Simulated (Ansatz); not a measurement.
# Cd2TeO: the cost of one run

Program: Ansatz 0.2.0. Level of theory: DFT PBE, scalar-relativistic, plane waves, PAW. These are calculated values, not measurements.

## Step 1: The starting structure

It takes space group P4/nmm (No. 129, tetragonal). Conventional cell: a = 4.379 Å, b = 4.379 Å, c = 8.887 Å, α = 90.00°, β = 90.00°, γ = 90.00°. Around Cd (site symmetry -4m2) lie 4 Te at 2.32 Å. Around Cd (site symmetry 4mm) lie 1 Te at 2.29 Å and 5 O at 3.12 to 3.16 Å. Around Te (site symmetry 4mm) lie 5 Cd at 2.29 to 2.32 Å. Around O (site symmetry 4mm) lie 9 Cd at 3.12 to 3.46 Å.

Coordinates:

```cif
data_structure
_symmetry_space_group_name_H-M 'P4/nmm:1'
_symmetry_Int_Tables_number 129
_cell_length_a 4.3787
_cell_length_b 4.3787
_cell_length_c 8.8869
_cell_angle_alpha 90.000
_cell_angle_beta 90.000
_cell_angle_gamma 90.000
_cell_volume 170.39
loop_
_atom_site_label
_atom_site_type_symbol
_atom_site_symmetry_multiplicity
_atom_site_Wyckoff_symbol
_atom_site_fract_x
_atom_site_fract_y
_atom_site_fract_z
_atom_site_occupancy
Cd1 Cd 2 b 0.50000 0.50000 0.50000 1
Cd2 Cd 2 c 0.50000 0.00000 0.15764 1
Te1 Te 2 c 0.50000 0.00000 0.41493 1
O1 O 2 c 0.00000 0.50000 0.19784 1
```

The cell is invented: species swapped into a database cell of BaNiS2 (P4/nmm, No. 129), with O on the Ba sites, Te on the Ni sites and Cd on the S sites. Lengths come from tabulated atomic sizes and are only a guess.

## Step 2: The guess as it stands, on a coarse mesh

File input.yaml:

```yaml
crystal:
  lattice:
    - [4.37869264, 0.0, 0.0]
    - [0.0, 4.37869264, 0.0]
    - [0.0, 0.0, 8.88688158]
  atoms:
    - { symbol: Cd, position: [0.5, 0.5, 0.5] }
    - { symbol: Cd, position: [0.0, 0.0, 0.5] }
    - { symbol: Cd, position: [0.5, 0.0, 0.157636] }
    - { symbol: Cd, position: [0.0, 0.5, 0.842364] }
    - { symbol: Te, position: [0.5, 0.0, 0.41492799] }
    - { symbol: Te, position: [0.0, 0.5, 0.58507201] }
    - { symbol: O, position: [0.0, 0.5, 0.197836] }
    - { symbol: O, position: [0.5, 0.0, 0.802164] }
basis:
  ecutwfc: 420
kpoints:
  mp_grid: { grid: [4, 4, 2] }
hamiltonian:
  xc: pbe
scf:
  occupations: { method: gaussian, width: 0.1 }
  lower_state_search: "off"
output:
  forces: true
  stress: true
  eigenvalues: true
```

Command:

```
$ ansatz run input.yaml --threads 1 --pin off --max-ram 2560MiB --backend cpu --events-out ev --progress --plain --runs-dir out
```

Q: Estimate wall time and peak memory on 1 thread of AMD EPYC (Zen 3), shared host.

About 11 s, with a peak of 0.49 GiB.
